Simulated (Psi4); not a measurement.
# BF3 (boron trifluoride) at CCSD/aug-cc-pVDZ

What is the vertical electron affinity of BF3 (boron trifluoride) at CCSD/aug-cc-pVDZ? 

The results are computed with Psi4 1.11.

1 further run of the same task is left out (set aside as unsound or not needed).

### Step 1. The structure to begin with

BF3 has 4 atoms, charge 0, and is taken as a singlet. As SMILES, `FB(F)F`. Geometry: relaxed at PBE0-D4/def2-TZVP.

Bond lengths: F1–B2 1.311 Å, B2–F3 1.311 Å, B2–F4 1.311 Å. Angles: F1–B2–F3 120.0°, F1–B2–F4 120.0°, F3–B2–F4 120.0°.

### Step 2. The energy at CCSD/aug-cc-pVDZ

The input, calc.py:

```python
import psi4

psi4.set_memory('2200 MB')
psi4.set_num_threads(1)
psi4.core.set_output_file('bf3.out', False)

geom = psi4.geometry("""
F      0.543870     0.210740     1.174280
B      0.000020     0.000000     0.000010
F     -0.265170    -1.223510    -0.389620
F     -0.278730     1.012770    -0.784660
symmetry c1
no_reorient
no_com
""")

psi4.set_options({
    'basis': 'aug-cc-pVDZ',
    'puream': True,
    'e_convergence': 1e-09,
    'd_convergence': 1e-08,
    'scf_type': 'pk',
    'num_frozen_docc': 4,
})

e_tot, wfn = psi4.energy("ccsd", molecule=geom, return_wfn=True)
print('E =', round(e_tot, 9))
```

Command:

```bash
$ python calc.py
```

bf3.out:

```text
[...]
  Running in c1 symmetry.
[...]
  Nuclear repulsion =  111.109146270774374
[...]
  Multiplicity = 1
[...]
  Nalpha       = 16
  Nbeta        = 16
[...]
    Number of basis functions: 92
[...]
   @RHF iter   1:  -323.14711975131115   -9.39534e-01   5.20724e-03 DIIS/ADIIS
[...]
   @RHF iter   9:  -323.22271873306852   -1.04023e-11   6.80427e-09 DIIS
[...]
    Orbital Energies [Eh]
    ---------------------
    Doubly Occupied:
       1A    -26.353707     2A    -26.353701     3A    -26.353689
       4A     -7.805803     5A     -1.695995     6A     -1.652655
       7A     -1.652646     8A     -0.865016     9A     -0.818583
      10A     -0.818577    11A     -0.765886    12A     -0.702433
      13A     -0.702429    14A     -0.688557    15A     -0.688550
      16A     -0.664861
[...]
  @RHF Final Energy:  -323.22271873306852
   => Energetics <=
    Nuclear Repulsion Energy =            111.1091462707743744
    One-Electron Energy =                -671.4975534810913587
    Two-Electron Energy =                 237.1656884772484375
    Total Energy =                       -323.2227187330685183
[...]
 Multipole Moments:
 ------------------------------------------------------------------------------------
     Multipole            Electronic (a.u.)      Nuclear  (a.u.)        Total (a.u.)
 ------------------------------------------------------------------------------------
 L = 1.  Multiply by 2.5417464519 to convert [e a0] to [Debye]
 Dipole X            :          0.0003930           -0.0003213            0.0000717
 Dipole Y            :          0.0000025            0.0000000            0.0000025
 Dipole Z            :         -0.0000587            0.0000945            0.0000358
 Magnitude           :                                                    0.0000802
[...]
      * MP2 total energy                      = -323.904677145245898
[...]
      * CCSD total energy                     = -323.910253064725737
```

On the terminal:

```text
E = -323.910253065
```

Run time: 67 s. Hardware: 1 thread of Intel Xeon at 2.50GHz (Skylake/Cascade Lake), shared host; peak memory 0.71 GiB.

### Step 3. The doublet anion at the same level

The input, bf3.dat:

```
memory 2.2 GB

molecule geom {
  -1 2
  F
  B 1 1.311142
  F 2 1.31115 1 120.00173
  F 2 1.311149 1 120.00116 3 179.99649
  symmetry c1
  no_reorient
  no_com
}

set reference uhf
set puream true
set e_convergence 1e-09
set d_convergence 1e-08
set scf_type pk
set num_frozen_docc 4
set maxiter 100

energy("ccsd/aug-cc-pVDZ")
```

Command:

```bash
$ psi4 bf3.dat bf3.out -n 1
```

bf3.out:

```text
[...]
  Running in c1 symmetry.
[...]
  Nuclear repulsion =  111.109151371812246
[...]
  Multiplicity = 2
[...]
  Nalpha       = 17
  Nbeta        = 16
[...]
    Number of basis functions: 92
[...]
   @UHF iter   1:  -323.01296870739361   -8.05383e-01   5.52888e-03 DIIS/ADIIS
[...]
   @UHF iter  16:  -323.17063406065211    2.97860e-11   3.99624e-09 DIIS
[...]
   @S^2 Observed:                7.500196869E-01
[...]
    Orbital Energies [Eh]
    ---------------------
    Alpha Occupied:
       1A    -26.214698     2A    -26.214692     3A    -26.214681
       4A     -7.667569     5A     -1.558010     6A     -1.514939
       7A     -1.514930     8A     -0.727671     9A     -0.681165
      10A     -0.681159    11A     -0.628528    12A     -0.565057
      13A     -0.565054    14A     -0.552744    15A     -0.552738
      16A     -0.527263    17A      0.051911
    Alpha Virtual:
      18A      0.146362    19A      0.160130    20A      0.160130
      21A      0.323324    22A      0.323325    23A      0.330530
      24A      0.331637    25A      0.382554    26A      0.382557
[...]
  @UHF Final Energy:  -323.17063406065211
   => Energetics <=
    Nuclear Repulsion Energy =            111.1091513718122457
    One-Electron Energy =                -675.8650156483663523
    Two-Electron Energy =                 241.5852302159020155
    Total Energy =                       -323.1706340606521053
  UHF NO Occupations:
  HONO-2 :   15  A 1.9999979
  HONO-1 :   16  A 1.9999957
[...]
 Multipole Moments:
 ------------------------------------------------------------------------------------
     Multipole            Electronic (a.u.)      Nuclear  (a.u.)        Total (a.u.)
 ------------------------------------------------------------------------------------
 L = 1.  Multiply by 2.5417464519 to convert [e a0] to [Debye]
 Dipole X            :         -0.0010657            0.0000079           -0.0010578
 Dipole Y            :         -0.0000001            0.0000006            0.0000005
 Dipole Z            :         -0.0000204            0.0000074           -0.0000130
 Magnitude           :                                                    0.0010579
[...]
      * MP2 total energy                      = -323.854526063422384
[...]
      * CCSD total energy                     = -323.860579363518298
[...]
```

Run time: 3.1 min. Hardware: 1 thread of Intel Xeon at 2.50GHz (Skylake/Cascade Lake), shared host; peak memory 0.7 GiB.

### Step 4. What came out

Level: CCSD/aug-cc-pVDZ, 4 core orbitals frozen.

| quantity | value |
| --- | --- |
| singlet BF3: total energy | -323.91025 Eh |
| singlet BF3: HOMO energy (Hartree–Fock orbitals) | -18.09 eV |
| singlet BF3: LUMO energy (Hartree–Fock orbitals) | 1.33 eV |
| singlet BF3: HOMO–LUMO gap (Hartree–Fock orbitals) | 19.42 eV |
| singlet BF3: correlation energy (4 core orbitals frozen) | -687.5 mEh |
| singlet BF3: T1 diagnostic | 0.014 |
| doublet anion: total energy | -323.86058 Eh |
| doublet anion: HOMO energy (Hartree–Fock orbitals) (highest over α and β) | 1.41 eV |
| doublet anion: LUMO energy (Hartree–Fock orbitals) (lowest over α and β) | 3.98 eV |
| doublet anion: correlation energy (4 core orbitals frozen) | -689.9 mEh |
| doublet anion: ⟨S²⟩ of the reference determinant | 0.750 |
| doublet anion: T1 diagnostic | 0.021 |
| vertical electron affinity (to the doublet anion) | -1.352 eV |

What this shows: The anion lies 1.35 eV (130 kJ/mol) above the neutral: the electron isn't bound at this level, and such a value depends on the basis. The HOMO (doublet anion) lies at positive energy, 1.41 eV: the electron is unbound at this level or held by a compact basis; values depend on the basis.
